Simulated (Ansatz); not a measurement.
# AlH₃OSe (SMILES [AlH2][O][SeH]): one structure at several levels

The atoms stand at a structure displaced at random from a GFN2-xTB minimum. How far do the functionals agree with CCSD(T) there?

Method: single points in def2-TZVPP; program: Ansatz 0.2.0, Gaussian basis.

Correlated methods freeze the cores. Filled d shells of the heavier atoms are correlated.

## 1. The system as given

SMILES `[AlH2][O][SeH]`, 6 atoms, charge 0, spin multiplicity 1.

Atoms are counted from 1 here; the program's logs count them from 0.

Bond lengths: Al1–O2 1.700 Å, Al1–H4 1.540 Å, Al1–H5 1.562 Å, O2–Se3 1.817 Å, Se3–H6 1.488 Å. Angles: O2–Al1–H4 119.7°, O2–Al1–H5 117.0°, H4–Al1–H5 123.3°, Al1–O2–Se3 178.1°, O2–Se3–H6 93.3°.

Coordinates:

```xyz
6
AlH3OSe
Al   -1.11600   -0.08500   -0.57300
O     0.28170   -0.20160    0.38690
Se    1.76130   -0.38150    1.42670
H    -1.92960   -1.35260   -0.89250
H    -1.50230    1.33610   -1.09460
H     2.48500    0.72090    0.73790
```

## 2. CCSD(T)/def2-TZVPP

Contents of run/in.yaml:

```yaml
crystal:
  periodic: [false, false, false]
  atoms:
    - {symbol: Al, position_ang: [-1.116000, -0.085000, -0.573000]}
    - {symbol: O, position_ang: [0.281700, -0.201600, 0.386900]}
    - {symbol: Se, position_ang: [1.761300, -0.381500, 1.426700]}
    - {symbol: H, position_ang: [-1.929600, -1.352600, -0.892500]}
    - {symbol: H, position_ang: [-1.502300, 1.336100, -1.094600]}
    - {symbol: H, position_ang: [2.485000, 0.720900, 0.737900]}
basis:
  gaussian: {orbitals: def2-TZVPP}
correlation: {method: ccsd_t}
output: {forces: true}
```

No record of the launch command was kept for these runs.

## 3. PBE0-D4/def2-TZVPP

Edit run/in.yaml of step 2 so:

```diff
@@ -11,3 +11,3 @@
   gaussian: {orbitals: def2-TZVPP}
-correlation: {method: ccsd_t}
-output: {forces: true}
+hamiltonian: {xc: pbe0, dispersion: d4}
+output: {forces: true, orbitals: {seedname: orbitals}}
```

## 4. wB97M-V/def2-TZVPP

Edit run/in.yaml of step 3 so:

```diff
@@ -11,3 +11,3 @@
   gaussian: {orbitals: def2-TZVPP}
-hamiltonian: {xc: pbe0, dispersion: d4}
-output: {forces: true, orbitals: {seedname: orbitals}}
+hamiltonian: {xc: {name: wB97M-V}}
+output: {forces: true}
```

## 5. r2SCAN-D4/def2-TZVPP

Edit run/in.yaml of step 4 so:

```diff
@@ -11,3 +11,3 @@
   gaussian: {orbitals: def2-TZVPP}
-hamiltonian: {xc: {name: wB97M-V}}
+hamiltonian: {xc: r2scan, dispersion: d4}
 output: {forces: true}
```

## 6. PBE-D4/def2-TZVPP

Edit run/in.yaml of step 5 so:

```diff
@@ -11,3 +11,3 @@
   gaussian: {orbitals: def2-TZVPP}
-hamiltonian: {xc: r2scan, dispersion: d4}
+hamiltonian: {xc: pbe, dispersion: d4}
 output: {forces: true}
```

## 7. BLYP-D4/def2-TZVPP

Edit run/in.yaml of step 6 so:

```diff
@@ -11,3 +11,3 @@
   gaussian: {orbitals: def2-TZVPP}
-hamiltonian: {xc: pbe, dispersion: d4}
+hamiltonian: {xc: {name: BLYP}, dispersion: d4}
 output: {forces: true}
```

## 8. wB97X-V/def2-TZVPP

Edit run/in.yaml of step 7 so:

```diff
@@ -11,3 +11,3 @@
   gaussian: {orbitals: def2-TZVPP}
-hamiltonian: {xc: {name: BLYP}, dispersion: d4}
+hamiltonian: {xc: {name: wB97X-V}}
 output: {forces: true}
```

(Steps that only read results are left out.)

**Question.** What will these runs give? Wanted: energy less free atoms, CCSD(T)/def2-TZVPP; RMS force component; RMS force error; HOMO and LUMO, PBE0-D4; T1 diagnostic.

**Answer**, as computed:

```
                                  quantity                                                                                           value
energy less free atoms, CCSD(T)/def2-TZVPP                                                                                 -371.3 kcal/mol
                       RMS force component                                                            0.261 to 0.522 eV/Å over the methods
                           RMS force error  PBE0-D4 0.072, wB97M-V 0.047, r2SCAN-D4 0.060, PBE-D4 0.202, BLYP-D4 0.294, wB97X-V 0.054 eV/Å
                    HOMO and LUMO, PBE0-D4                                                                              -6.45 and -1.57 eV
                             T1 diagnostic                                                                                           0.012
```

**Reading.** Against CCSD(T) the functionals' energies less atoms differ by -13.6 to -1.4 kcal/mol, PBE-D4 by -13.0 kcal/mol. The reference is not at the basis limit: in triple zeta CCSD(T) underbinds, which counts against methods that bind more; the gaps are no ranking. The forces of wB97M-V come nearest to CCSD(T), those of BLYP-D4 are farthest. Frozen-core CCSD(T) forces in triple zeta carry basis errors of their own, and this is one geometry, so small gaps rank nothing.
